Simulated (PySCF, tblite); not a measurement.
# C2H3Cl2Ga: changes of charge

What do calculations give for the changes of charge of C2H3Cl2Ga (`C=[CH][Ga]([Cl])[Cl]`)?

Programs: tblite 0.8.0 and PySCF 2.14.0, with routines of our own; each step states its level. All values are computed. Atoms count from 0.

## 1. The starting structure

8 atoms, charge 0, multiplicity 1; geometry from: start built from the parent or by distance geometry.

## 2. Relaxing the molecule with GFN2-xTB

What the job is given:

```
{"job": {"kind": "relax", "xc": "GFN2-xTB", "basis": "xTB"}, "charge": 0, "multiplicity": 1}
Ga     0.955200     1.068700    -0.252800
Cl     2.947700     1.364400    -0.766000
Cl    -0.225800     2.785400    -0.003300
C      0.127600    -0.756200    -0.034700
C     -1.153000    -0.907600     0.308600
H      0.761100    -1.637400    -0.165400
H     -1.790700    -0.036500     0.425600
H     -1.604100    -1.862000     0.438800
```

On the command line:

```bash
> OMP_NUM_THREADS=1 python redox_run.py task.json out
```

This one command runs all jobs of the session in turn.

The log of the run:

```text
step      E/eV     max force
  0    -440.57061    1.131
  1    -440.58078    0.585
  2    -440.58403    0.165
  3    -440.58499    0.085
  4    -440.58587    0.067
  5    -440.58618    0.058
  6    -440.58634    0.044
  7    -440.58647    0.037
  8    -440.58655    0.031
  9    -440.58661    0.033
 10    -440.58665    0.029
 11    -440.58668    0.016
 12    -440.58670    0.011
 13    -440.58671    0.015
 14    -440.58673    0.016
 15    -440.58674    0.012
 16    -440.58675    0.008
```

Run time: 0.09 s. Hardware: 1 thread of Arm Neoverse V1, shared host.

Along the way:

```tsv
step	energy from step 0 (eV)	largest force (eV/Å)
0	0.0000	1.1306
1	-0.0102	0.5849
2	-0.0134	0.1653
3	-0.0144	0.0851
4	-0.0153	0.0668
5	-0.0156	0.0584
6	-0.0157	0.0441
7	-0.0159	0.0369
8	-0.0159	0.0307
9	-0.0160	0.0330
10	-0.0160	0.0286
11	-0.0161	0.0157
12	-0.0161	0.0107
13	-0.0161	0.0149
14	-0.0161	0.0158
15	-0.0161	0.0117
16	-0.0161	0.0081
```

Distances of close pairs at the start and the end, largest changes first:

```tsv
bond	before (Å)	after (Å)	change (Å)
Ga0–Cl1	2.079	2.099	+0.020
C4–H7	1.064	1.082	+0.019
Ga0–C3	2.016	2.029	+0.013
C3–C4	1.334	1.324	-0.010
C3–H5	1.093	1.086	-0.007
C4–H6	1.086	1.083	-0.003
Ga0–Cl2	2.099	2.100	+0.001
```

The next job starts from the end point, and lists it.

## 3. Harmonic vibrations with GFN2-xTB

What the job is given:

```
{"job": {"kind": "ir", "xc": "GFN2-xTB", "basis": "xTB"}, "charge": 0, "multiplicity": 1}
Ga     0.941661     1.073993    -0.263751
Cl     2.959550     1.357992    -0.766192
Cl    -0.233119     2.794063     0.000383
C      0.129719    -0.769851    -0.024462
C     -1.148073    -0.899379     0.297083
H      0.770865    -1.635884    -0.163666
H     -1.787173    -0.036359     0.436417
H     -1.615325    -1.865760     0.435048
```

The log of the run:

```text
mode    cm-1     km/mol
  1      71.3      2.59
  2      75.4      0.18
  3     109.1      8.02
  4     128.5      1.84
  5     249.2     13.90
  6     338.5     22.53
  7     384.9     69.47
  8     427.5     27.61
  9     487.8     44.71
 10     912.1      9.16
 11     952.3     10.29
 12    1005.2     25.24
 13    1180.3     58.13
 14    1376.1      4.82
 15    1622.5      8.80
 16    2977.8     15.81
 17    3031.4      8.87
 18    3054.6     37.76
ZPE 109.964  H(298)-E 132.579  G(298)-E 22.144 kJ/mol  S 370.40 J/(mol K)
```

Run time: 0.24 s. Hardware: 1 thread of Arm Neoverse V1, shared host.

Which atoms move in the most intense modes:

```tsv
cm⁻¹	km/mol	atoms
338	22.5	Cl2 45 %, Cl1 28 %, Ga0 13 %
385	69.5	Ga0 43 %, Cl1 32 %, Cl2 24 %
428	27.6	H7 32 %, C3 27 %, H6 22 %, H5 15 %
488	44.7	C3 57 %, Ga0 21 %
1005	25.2	H6 49 %, H5 44 %
1180	58.1	H5 55 %, C3 15 %, C4 13 %
2978	15.8	H5 92 %
3055	37.8	H7 60 %, H6 30 %
```

## 4. Geometry optimisation at PBE-D3(BJ)/def2-SVP

Settings changed since step 3:

```diff
@@ -1,2 +1,2 @@
-{"job": {"kind": "ir", "xc": "GFN2-xTB", "basis": "xTB"}, "charge": 0, "multiplicity": 1}
+{"job": {"xc": "PBE", "basis": "def2-SVP", "d3": "d3bj", "grid": 1, "kind": "geom"}, "charge": 0, "multiplicity": 1}
 Ga     0.941661     1.073993    -0.263751
```

The log of the run:

```text
step   0  E = -2921.99482358  max force = 0.039155
step   1  E = -2921.99561519  max force = 0.018417
step   2  E = -2921.99915867  max force = 0.008470
step   3  E = -2922.00018478  max force = 0.003073
step   4  E = -2922.00025675  max force = 0.002580
step   5  E = -2922.00032944  max force = 0.000847
step   6  E = -2922.00033149  max force = 0.000372
optimisation converged
```

Wall time 41 s (1 thread of Arm Neoverse V1, shared host).

Relaxation path:

```tsv
step	energy from step 0 (eV)	largest force component (eV/Å)
0	0.0000	2.0134
1	-0.0215	0.9470
2	-0.1180	0.4355
3	-0.1459	0.1580
4	-0.1478	0.1327
5	-0.1498	0.0436
6	-0.1499	0.0191
```

Close pairs (by a distance rule), those that changed most:

```tsv
bond	before (Å)	after (Å)	change (Å)
Ga0–C3	2.029	1.941	-0.087
Ga0–Cl2	2.100	2.165	+0.066
Ga0–Cl1	2.099	2.156	+0.057
C3–C4	1.324	1.348	+0.024
C4–H7	1.082	1.105	+0.023
C4–H6	1.083	1.104	+0.021
C3–H5	1.086	1.104	+0.018
```

The final coordinates are the input of the step that follows.

```tsv
at the end point	value
point group (found at 0.08 Å tolerance)	Cs
rotational constants (GHz, main isotopes)	2.535, 1.690, 1.014
dipole moment (D)	2.81
```

## 5. Single point (C2H3Cl2Ga): wB97X-D3(BJ)/ma-def2-SVP

Geometry: PBE-D3(BJ)/def2-SVP.

What the job is given:

```
{"job": {"kind": "sp", "xc": "wB97X", "basis": "ma-def2-SVP", "d3": "d3bj", "grid": 2}, "charge": 0, "multiplicity": 1}
Ga     1.053642     0.911265     0.170861
Cl     3.194575     1.114682     0.016140
Cl    -0.015367     2.671169     0.840441
C      0.082389    -0.716823    -0.247842
C     -1.258008    -0.769316    -0.115247
H      0.642705    -1.600384    -0.600918
H     -1.845275     0.097670     0.233681
H     -1.829375    -1.685373    -0.350651
```

The log of the run:

```text
coarse grid: 37824 points
cycle   1  E = -2922.7250587098  dE = -2.083e-01  |g| = 5.755e-01  |ddm| = 3.114e+00
cycle   2  E = -2922.7514760295  dE = -2.642e-02  |g| = 5.836e-01  |ddm| = 1.713e+00
cycle   3  E = -2922.8011221180  dE = -4.965e-02  |g| = 4.612e-02  |ddm| = 7.317e-01
cycle   4  E = -2922.8017338995  dE = -6.118e-04  |g| = 1.878e-02  |ddm| = 9.287e-02
cycle   5  E = -2922.8018684488  dE = -1.345e-04  |g| = 3.645e-03  |ddm| = 5.045e-02
cycle   6  E = -2922.8018755018  dE = -7.053e-06  |g| = 2.260e-03  |ddm| = 1.266e-02
final grid: 75320 points
cycle   7  E = -2922.8018886963  dE = -5.311e-07  |g| = 2.179e-03  |ddm| = 5.001e-03
cycle   8  E = -2922.8018886868  dE =  9.536e-09  |g| = 2.282e-03  |ddm| = 4.039e-03
cycle   9  E = -2922.8018899726  dE = -1.286e-06  |g| = 9.809e-05  |ddm| = 1.951e-03
cycle  10  E = -2922.8018899825  dE = -9.883e-09  |g| = 6.138e-05  |ddm| = 4.639e-04
converged SCF energy = -2922.8018899825
```

It took 5.2 s on 1 thread of Arm Neoverse V1, shared host; peak memory 0.58 GiB.

## 6. Single point (C2H3Cl2Ga+ (doublet)): wB97X-D3(BJ)/ma-def2-SVP

Geometry: PBE-D3(BJ)/def2-SVP, that of another charge or spin state.

Settings changed since step 5:

```diff
@@ -1,2 +1,2 @@
-{"job": {"kind": "sp", "xc": "wB97X", "basis": "ma-def2-SVP", "d3": "d3bj", "grid": 2}, "charge": 0, "multiplicity": 1}
+{"job": {"kind": "sp", "xc": "wB97X", "basis": "ma-def2-SVP", "d3": "d3bj", "grid": 2}, "charge": 1, "multiplicity": 2}
 Ga     1.053642     0.911265     0.170861
```

The log of the run:

```text
final grid: 75320 points
cycle   1  E = -2922.3958521941  dE = -1.266e-09  |g| = 1.757e-05  |ddm| = 5.329e-05
converged SCF energy = -2922.3958521941
```

Run time: 73 s. Hardware: 1 thread of Arm Neoverse V1, shared host; peak memory 0.61 GiB.

## 7. Relaxing the molecule with GFN2-xTB

This step treats C₂H₃Cl₂Ga+ (doublet), labelled `[CH2+][CH][Ga]([Cl])[Cl]` (the label fixes atoms and charge, not where charge and spin sit).

What the job is given:

```
{"job": {"kind": "relax", "xc": "GFN2-xTB", "basis": "xTB"}, "charge": 1, "multiplicity": 2}
Ga     1.069900     0.905100     0.165600
Cl     3.183800     1.123300    -0.006900
Cl     0.002100     2.663600     0.843600
C      0.079900    -0.702200    -0.268400
C     -1.261200    -0.773200    -0.103900
H      0.631700    -1.602100    -0.609700
H     -1.844900     0.103500     0.222700
H     -1.817900    -1.676400    -0.345600
```

The log of the run:

```text
step      E/eV     max force
  0    -426.29113    4.134
  1    -426.51040    2.333
  2    -426.62202    0.966
  3    -426.66497    0.558
  4    -426.68381    0.403
  5    -426.69821    0.426
  6    -426.71221    0.361
  7    -426.72351    0.384
  8    -426.73300    0.311
  9    -426.73916    0.195
 10    -426.74267    0.205
 11    -426.74612    0.187
 12    -426.75065    0.255
 13    -426.75466    0.229
 14    -426.75759    0.145
 15    -426.76040    0.210
 16    -426.76357    0.272
 17    -426.76627    0.234
 18    -426.76773    0.111
 19    -426.76826    0.061
 20    -426.76860    0.057
 21    -426.76920    0.090
 22    -426.76985    0.104
 23    -426.77030    0.070
 24    -426.77051    0.046
 25    -426.77069    0.044
 26    -426.77093    0.051
 27    -426.77121    0.062
 28    -426.77143    0.047
 29    -426.77155    0.033
 30    -426.77166    0.035
 31    -426.77185    0.046
 32    -426.77216    0.078
 33    -426.77253    0.085
 34    -426.77276    0.054
 35    -426.77284    0.019
 36    -426.77285    0.011
 37    -426.77286    0.011
 38    -426.77289    0.016
 39    -426.77293    0.020
 40    -426.77299    0.027
 41    -426.77305    0.024
 42    -426.77309    0.019
 43    -426.77312    0.015
 44    -426.77313    0.012
 45    -426.77315    0.014
 46    -426.77317    0.009
```

Run time: 0.26 s. Hardware: 1 thread of Arm Neoverse V1, shared host.

Along the way: (not every step is listed)

```tsv
step	energy from step 0 (eV)	largest force (eV/Å)
0	0.0000	4.1341
1	-0.2193	2.3332
2	-0.3309	0.9665
3	-0.3738	0.5581
4	-0.3927	0.4029
5	-0.4071	0.4261
6	-0.4211	0.3606
7	-0.4324	0.3844
8	-0.4419	0.3106
11	-0.4550	0.1865
14	-0.4665	0.1446
17	-0.4751	0.2336
20	-0.4775	0.0570
23	-0.4792	0.0705
26	-0.4798	0.0509
29	-0.4804	0.0328
32	-0.4810	0.0781
35	-0.4817	0.0194
38	-0.4818	0.0162
41	-0.4819	0.0238
42	-0.4820	0.0194
43	-0.4820	0.0146
44	-0.4820	0.0118
45	-0.4820	0.0139
46	-0.4820	0.0086
```

Close pairs (by a distance rule), those that changed most:

```tsv
bond	before (Å)	after (Å)	change (Å)
Ga0–C3	1.937	2.209	+0.272
Ga0–Cl2	2.166	2.076	-0.091
C3–C4	1.353	1.292	-0.061
Ga0–Cl1	2.132	2.078	-0.054
C3–H5	1.109	1.083	-0.026
C4–H6	1.103	1.089	-0.014
C4–H7	1.088	1.094	+0.006
```

The end geometry stands in the next job.

## 8. Vibrational analysis with GFN2-xTB

What the job is given:

```
{"job": {"kind": "ir", "xc": "GFN2-xTB", "basis": "xTB"}, "charge": 1, "multiplicity": 2}
Ga     1.119405     1.130900     0.224457
Cl     3.147237     0.817766    -0.103161
Cl    -0.138741     2.654891     0.858863
C      0.044783    -0.737753    -0.258101
C     -1.239369    -0.763003    -0.119978
H      0.786808    -1.459202    -0.578838
H     -1.861232     0.063055     0.220742
H     -1.815491    -1.664939    -0.346649
```

The log of the run:

```text
mode    cm-1     km/mol
  1      71.0      0.13
  2      74.3      0.21
  3     100.0      8.30
  4     116.8      0.02
  5     189.9      1.60
  6     309.3      0.62
  7     343.1      4.79
  8     355.6     15.75
  9     420.4     11.14
 10     699.1     12.41
 11     772.6     17.32
 12     930.9    106.60
 13     963.2     30.39
 14    1231.4    159.15
 15    1688.3     95.74
 16    2892.2    142.36
 17    2958.8     30.25
 18    2981.6     83.91
ZPE 102.271  H(298)-E 126.157  G(298)-E 11.527 kJ/mol  S 384.47 J/(mol K)
```

Run time: 0.25 s. Hardware: 1 thread of Arm Neoverse V1, shared host.

The strongest bands and the atoms that carry them (share of the mass-weighted mode):

```tsv
cm⁻¹	km/mol	atoms
773	17.3	H5 34 %, H7 32 %, H6 22 %, C4 10 %
931	106.6	H6 48 %, H7 22 %, C4 18 %, H5 13 %
963	30.4	H5 57 %, C3 15 %, C4 12 %
1231	159.2	H6 53 %, H7 42 %
1688	95.7	C4 48 %, C3 45 %
2892	142.4	H7 91 %
2959	30.2	H6 86 %
2982	83.9	H5 84 %
```

[end of part 1 of 2]
